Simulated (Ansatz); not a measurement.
# CH6BFSi: the cost of one run

Program: Ansatz 0.2.0, Gaussian basis. Level of theory: the settings change from run to run. These are calculated values, not measurements.

## 1. The geometry

The geometry comes from an earlier relaxation with PBE0-D4 in a triple-zeta def2 set; it is a stationary point, not always the lowest conformer.

SMILES `BC(F)[SiH3]`, 10 atoms, charge 0, spin multiplicity 1.

Atoms are counted from 1 here; the program's logs count them from 0.

Bond lengths: B1–C2 1.519 Å, B1–H5 1.198 Å, B1–H6 1.193 Å, C2–F3 1.391 Å, C2–Si4 1.941 Å, C2–H7 1.096 Å, Si4–H8 1.482 Å, Si4–H9 1.483 Å, Si4–H10 1.486 Å. Angles: C2–B1–H5 117.2°, C2–B1–H6 121.6°, H5–B1–H6 120.9°, B1–C2–F3 117.4°, B1–C2–Si4 99.8°, B1–C2–H7 116.6°, F3–C2–Si4 108.7°, F3–C2–H7 109.0°, Si4–C2–H7 103.6°, C2–Si4–H8 106.4°, C2–Si4–H9 108.8°, C2–Si4–H10 111.3°, H8–Si4–H9 111.2°, H8–Si4–H10 109.5°, H9–Si4–H10 109.5°.

## 2. wB97X/cc-pVDZ

Options: multiplicity 3, restricted open-shell orbitals, high accuracy, the search for lower states set to full.

Input file in.yaml:

```yaml
crystal:
  periodic: [false, false, false]
  atoms:
    - {symbol: B, position_ang: [0.144182, 1.384184, -0.475900]}
    - {symbol: C, position_ang: [0.242391, -0.085981, -0.844177]}
    - {symbol: F, position_ang: [1.493481, -0.574140, -1.205347]}
    - {symbol: Si, position_ang: [-0.272509, -0.886494, 0.847048]}
    - {symbol: H, position_ang: [-0.948829, 1.819455, -0.250488]}
    - {symbol: H, position_ang: [1.117445, 2.051508, -0.300566]}
    - {symbol: H, position_ang: [-0.506692, -0.467266, -1.548182]}
    - {symbol: H, position_ang: [0.297596, -2.254666, 0.854601]}
    - {symbol: H, position_ang: [-1.752872, -0.921959, 0.929285]}
    - {symbol: H, position_ang: [0.268906, -0.115842, 1.996525]}
basis:
  gaussian: {orbitals: cc-pVDZ}
magnetization: {spin_polarized: false, initial_magnetization: 2}
hamiltonian: {xc: {name: wB97X}}
accuracy: high
scf: {lower_state_search: full}
output: {forces: true}
```

Command:

```console
> ansatz run in.yaml --threads 2 --pin off --events-out ev --progress --plain --max-ram 4352MiB
```

**Question.** How long does this run take on 2 threads of Arm Neoverse V1, shared host, and how much memory does it need?

About 3.4 min, with a peak of 0.93 GiB.
